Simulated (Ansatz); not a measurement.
# ScF5: the cost of one run

Program: Ansatz 0.2.0. Level of theory: DFT PBE, scalar-relativistic, plane waves, PAW. These are calculated values, not measurements.

## 1. Starting point

Symmetry: P4/mmm, No. 123, tetragonal system. Conventional cell: a = 4.181 Å, b = 4.181 Å, c = 4.629 Å, α = 90.00°, β = 90.00°, γ = 90.00°. Sc (site symmetry 4/mmm) has 4 F at 2.09 Å as nearest neighbours. F (site symmetry mmm) is surrounded by 2 Sc at 2.09 Å and 2 F at 2.09 Å. F (site symmetry mmm) has 2 F at 2.31 Å as nearest neighbours. F (site symmetry 4/mmm) has 4 F at 2.09 Å as nearest neighbours.

Structure file:

```
CELL_PARAMETERS angstrom
4.18084 0.00000 0.00000
0.00000 4.18084 0.00000
0.00000 0.00000 4.62891
ATOMIC_POSITIONS crystal
Sc 0.50000 0.50000 0.00000
F 0.00000 0.50000 0.00000
F 0.50000 0.00000 0.00000
F 0.00000 0.50000 0.50000
F 0.50000 0.00000 0.50000
F 0.00000 0.00000 0.00000
```

Recipe of the guess: random cell by space group and Wyckoff sites (P4/mmm, No. 123). Lengths come from tabulated atomic sizes and are only a guess.

## 2. A first look at the guess

input.yaml

```yaml
crystal:
  lattice:
    - [4.18084048, 0.0, 0.0]
    - [0.0, 4.18084048, 0.0]
    - [0.0, 0.0, 4.62890872]
  atoms:
    - { symbol: Sc, position: [0.5, 0.5, 0.0] }
    - { symbol: F, position: [0.0, 0.5, 0.0] }
    - { symbol: F, position: [0.5, 0.0, 0.0] }
    - { symbol: F, position: [0.0, 0.5, 0.5] }
    - { symbol: F, position: [0.5, 0.0, 0.5] }
    - { symbol: F, position: [0.0, 0.0, 0.0] }
basis:
  ecutwfc: 420
kpoints:
  mp_grid: { grid: [4, 4, 4] }
hamiltonian:
  xc: pbe
scf:
  occupations: { method: gaussian, width: 0.1 }
  lower_state_search: "off"
output:
  forces: true
  stress: true
  eigenvalues: true
```

Run with:

```sh
ansatz run input.yaml --threads 1 --pin off --max-ram 2560MiB --backend cpu --events-out ev --progress --plain --runs-dir out
```

Q: Estimate wall time and peak memory on 1 thread of Intel Xeon at 2.70GHz, shared host.

About 4.7 s, with a peak of 0.37 GiB.
